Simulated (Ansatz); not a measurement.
# FGeH4NO: up Jacob's ladder to CCSD(T)

The task here is to estimate one member of a computed series from the others.

Computed with Ansatz 0.2.0, Gaussian basis. Level: functionals in def2-TZVPP, the program's frozen cores in correlated methods.

Levels to be run: LDA (SPW92), PBE-D4, revPBE-D4, BLYP-D4, r2SCAN-D4, B97M-V, PBE0-D4, B3LYP-D4, r2SCANh-D4, r2SCAN0-D4, HSE06-D4, BHLYP-D4, CAM-B3LYP-D4, LC-ωPBE, ωB97X-V, ωB97M-V, B2PLYP, PBE-QIDH; CCSD(T)/def2-SVP; CCSD(T)/def2-TZVPP; MP2/def2-QZVPP; extrapolation to the limit; RPA on PBE.

## The geometry

An earlier PBE0-D4 in a triple-zeta def2 set relaxation fixed the geometry.

SMILES `[NH2][GeH]([OH])[F]`, 8 atoms, charge 0, spin multiplicity 1.

Atoms are counted from 1 here; the program's logs count them from 0.

Bond lengths: N1–Ge2 1.798 Å, N1–H5 1.009 Å, N1–H6 1.008 Å, Ge2–O3 1.759 Å, Ge2–F4 1.748 Å, Ge2–H7 1.529 Å, O3–H8 0.960 Å. Angles: Ge2–N1–H5 115.9°, Ge2–N1–H6 117.1°, H5–N1–H6 110.8°, N1–Ge2–O3 105.4°, N1–Ge2–F4 114.0°, N1–Ge2–H7 112.3°, O3–Ge2–F4 104.2°, O3–Ge2–H7 115.6°, F4–Ge2–H7 105.3°, Ge2–O3–H8 111.9°.

Coordinates:

```xyz
8
FGeH4NO
N    -0.5842    1.2816    0.0719
Ge    0.4300   -0.1769   -0.2072
O     0.3325   -1.1068    1.2823
F    -0.1996   -1.2573   -1.4292
H    -1.5048    1.1120    0.4494
H    -0.6221    1.9629   -0.6706
H     1.8422    0.1784   -0.6722
H     0.3982   -2.0511    1.1197
```

The first run:

Contents of in.yaml:

```yaml
crystal:
  periodic: [false, false, false]
  atoms:
    - {symbol: N, position_ang: [-0.584242, 1.281609, 0.071889]}
    - {symbol: Ge, position_ang: [0.429993, -0.176885, -0.207171]}
    - {symbol: O, position_ang: [0.332468, -1.106850, 1.282329]}
    - {symbol: F, position_ang: [-0.199553, -1.257313, -1.429244]}
    - {symbol: H, position_ang: [-1.504761, 1.112032, 0.449350]}
    - {symbol: H, position_ang: [-0.622144, 1.962897, -0.670626]}
    - {symbol: H, position_ang: [1.842246, 0.178432, -0.672158]}
    - {symbol: H, position_ang: [0.398191, -2.051122, 1.119730]}
basis:
  gaussian: {orbitals: def2-TZVPP}
hamiltonian: {xc: lda}
output: {orbitals: {seedname: orbitals}}
```

Steps of the session up to this table: LDA; PBE-D4 (GGA); revPBE-D4 (GGA); BLYP-D4 (GGA); r2SCAN-D4 (meta-GGA); B97M-V (meta-GGA); PBE0-D4 (hybrid); B3LYP-D4 (hybrid); r2SCANh-D4 (hybrid); r2SCAN0-D4 (hybrid); HSE06-D4 (hybrid); BHLYP-D4 (hybrid); CAM-B3LYP-D4 (range-separated); LC-ωPBE (range-separated); ωB97X-V (range-separated); ωB97M-V (range-separated); B2PLYP (double hybrid); PBE-QIDH (double hybrid).

One table of the session follows, with a row left open; its other results are not shown here.

It belongs to the step «Orbital energies across the functionals». 

```
  functional  HOMO (eV)  LUMO (eV)  gap (eV)
 LDA (SPW92)      -6.78      -0.70      6.08
      PBE-D4      -6.60      -0.51      6.09
   revPBE-D4      -6.53      -0.42      6.11
     BLYP-D4      -6.48      -0.55      5.93
   r2SCAN-D4      -6.94       0.03      6.97
      B97M-V      -7.03      -0.27      6.76
     PBE0-D4      -8.14       0.46      8.60
    B3LYP-D4      -7.87       0.06      7.93
  r2SCANh-D4      -7.51       0.36      7.88
  r2SCAN0-D4          ?          ?         ?
    HSE06-D4      -7.72       0.09      7.82
    BHLYP-D4      -9.58       1.19     10.77
CAM-B3LYP-D4      -9.61       1.29     10.91
     LC-ωPBE     -11.06       2.69     13.74
     ωB97X-V     -10.66       2.47     13.13
     ωB97M-V     -10.56       2.06     12.62
```

Estimate the missing values for r2SCAN0-D4.

Worked estimate for «HOMO (eV)». Against the share of exact exchange, r2SCAN-D4 (0, -6.94), r2SCANh-D4 (0.1, -7.51) give a slope of -5.70 per unit share; at 0.25 the line stands at -8.36.

As computed: HOMO (eV): -8.38; LUMO (eV): 0.84; gap (eV): 9.21. In «HOMO (eV)» the line misses by +0.02.
